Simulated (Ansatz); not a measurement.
# CH₆BCl₂N: basis-set convergence

The task here is to estimate one member of a computed series from the others.

Method: one geometry, several basis sets; program: Ansatz 0.2.0, Gaussian basis.

Levels to be run: PBE0-D4/def2-SVP; ωB97M-V/def2-SVP; PBE0-D4/def2-QZVPP; ωB97M-V/def2-QZVPP; the functionals' def2-TZVPP values are taken from earlier runs.

## Structure used throughout

The geometry comes from an earlier relaxation with PBE0-D4 in a triple-zeta def2 set; it is a stationary point, not always the lowest conformer.

11 atoms, charge 0, spin multiplicity 1.

Atoms are counted from 1 here; the program's logs count them from 0.

Bond lengths: C1–B2 1.585 Å, C1–H6 1.092 Å, C1–H7 1.095 Å, C1–H8 1.095 Å, B2–N3 1.625 Å, B2–Cl4 1.853 Å, B2–Cl5 1.853 Å, N3–H9 1.017 Å, N3–H10 1.017 Å, N3–H11 1.017 Å. Angles: B2–C1–H6 109.7°, B2–C1–H7 112.3°, B2–C1–H8 112.3°, H6–C1–H7 106.9°, H6–C1–H8 106.9°, H7–C1–H8 108.4°, C1–B2–N3 109.8°, C1–B2–Cl4 113.8°, C1–B2–Cl5 113.8°, N3–B2–Cl4 103.0°, N3–B2–Cl5 103.0°, Cl4–B2–Cl5 112.2°, B2–N3–H9 109.0°, B2–N3–H10 110.6°, B2–N3–H11 110.6°, H9–N3–H10 108.6°, H9–N3–H11 108.6°, H10–N3–H11 109.6°.

The first run:

Contents of in.yaml:

```yaml
crystal:
  periodic: [false, false, false]
  atoms:
    - {symbol: C, position_ang: [-1.212377, 0.255358, 0.570848]}
    - {symbol: B, position_ang: [0.011033, 0.415546, -0.424828]}
    - {symbol: N, position_ang: [1.148017, -0.694845, -0.083508]}
    - {symbol: Cl, position_ang: [-0.410789, 0.052032, -2.192188]}
    - {symbol: Cl, position_ang: [0.922468, 2.018010, -0.237700]}
    - {symbol: H, position_ang: [-1.975204, 1.001631, 0.340542]}
    - {symbol: H, position_ang: [-0.920395, 0.409158, 1.615262]}
    - {symbol: H, position_ang: [-1.690512, -0.726450, 0.486297]}
    - {symbol: H, position_ang: [1.926261, -0.581347, -0.728665]}
    - {symbol: H, position_ang: [1.493502, -0.572180, 0.865018]}
    - {symbol: H, position_ang: [0.773294, -1.634114, -0.190578]}
basis:
  gaussian: {orbitals: def2-SVP}
hamiltonian: {xc: pbe0, dispersion: d4}
output: {orbitals: {seedname: orbitals}}
```

Started as:

```sh
ansatz run in.yaml --threads 4 --pin off --events-out ev --progress --plain --max-ram 10444MiB
```

Steps of the session up to this table: PBE0-D4 in def2-SVP; ωB97M-V in def2-SVP; PBE0-D4 in def2-QZVPP; ωB97M-V in def2-QZVPP.

One table of the session follows, with a row left open; its other results are not shown here.

It belongs to the step «Density functionals: the series». 

```
functional       basis  HOMO (eV)  LUMO (eV)
   PBE0-D4    def2-SVP      -7.50       0.41
   PBE0-D4  def2-TZVPP      -7.83      -0.19
   PBE0-D4  def2-QZVPP          ?          ?
   ωB97M-V    def2-SVP      -9.72       2.01
   ωB97M-V  def2-TZVPP     -10.09       1.21
   ωB97M-V  def2-QZVPP     -10.16       0.74
```

**Question.** Estimate the row for PBE0-D4, def2-QZVPP.

The run gave: HOMO (eV): -7.88; LUMO (eV): -0.47. In the column «HOMO (eV)» it lies between ωB97M-V, def2-SVP (-9.72) and PBE0-D4, def2-TZVPP (-7.83).
